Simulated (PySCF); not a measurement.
# C6H10F4: the cost of one run

Programs: PySCF 2.14.0, with density-fitted response routines of our own. Each step states its level of theory. These are calculated values for one molecule, in the gas phase or a continuum, unless marked as measured. Atoms count from 0, in the outputs and in this text.

**1. Starting geometry**

20 atoms, charge 0, multiplicity 1; geometry from: GFN2-xTB. The atoms were then displaced at random by about 0.01 Å, so the start is not that level's minimum.

Bonds of the start (Å): F0–C1 1.36, C1–C2 1.53, C2–C3 1.49, C3–C4 1.56, C4–C5 1.53, C5–C6 1.51, C6–F7 1.34, C6–F8 1.36, C6–F9 1.35, C1–H10 1.09, C1–H11 1.10, C2–H12 1.09, C2–H13 1.08, C3–H14 1.08, C3–H15 1.09, C4–H16 1.10, C4–H17 1.07, C5–H18 1.08, C5–H19 1.09.

**2. Optimising the geometry at PBE0-D3(BJ)/def2-SVP**

What the job is given:

```
{"job": {"xc": "PBE0", "basis": "def2-SVP", "d3": "d3bj", "grid": 1, "shake": 0.01, "kind": "geom"}, "charge": 0, "multiplicity": 1}
F      3.270070     1.481710     0.676300
C      3.158640     0.409200    -0.158530
C      1.888600    -0.390770     0.143580
C      0.673970     0.403100    -0.172940
C     -0.618350    -0.408230     0.146840
C     -1.885150     0.393100    -0.179540
C     -3.113660    -0.428230     0.114640
F     -3.156010    -1.555850    -0.606060
F     -3.216270    -0.782120     1.422420
F     -4.252020     0.245640    -0.160700
H      3.146610     0.796920    -1.172090
H      4.076060    -0.175350     0.020160
H      1.886750    -0.644950     1.201080
H      1.922740    -1.305510    -0.426770
H      0.639890     1.317450     0.406600
H      0.637830     0.678360    -1.222250
H     -0.620070    -0.646830     1.216720
H     -0.621090    -1.327410    -0.407010
H     -1.939240     1.294750     0.418580
H     -1.930300     0.660400    -1.230950
```

Run with:

```sh
OMP_NUM_THREADS=1 python probes_run.py task.json out
```

One launch serves the whole session: the jobs run in the order shown.

Q: Estimate the wall time and peak memory of this first job on 1 thread of Intel Xeon at 2.50GHz, shared host.

About 9.2 min, with a peak of 0.84 GiB.
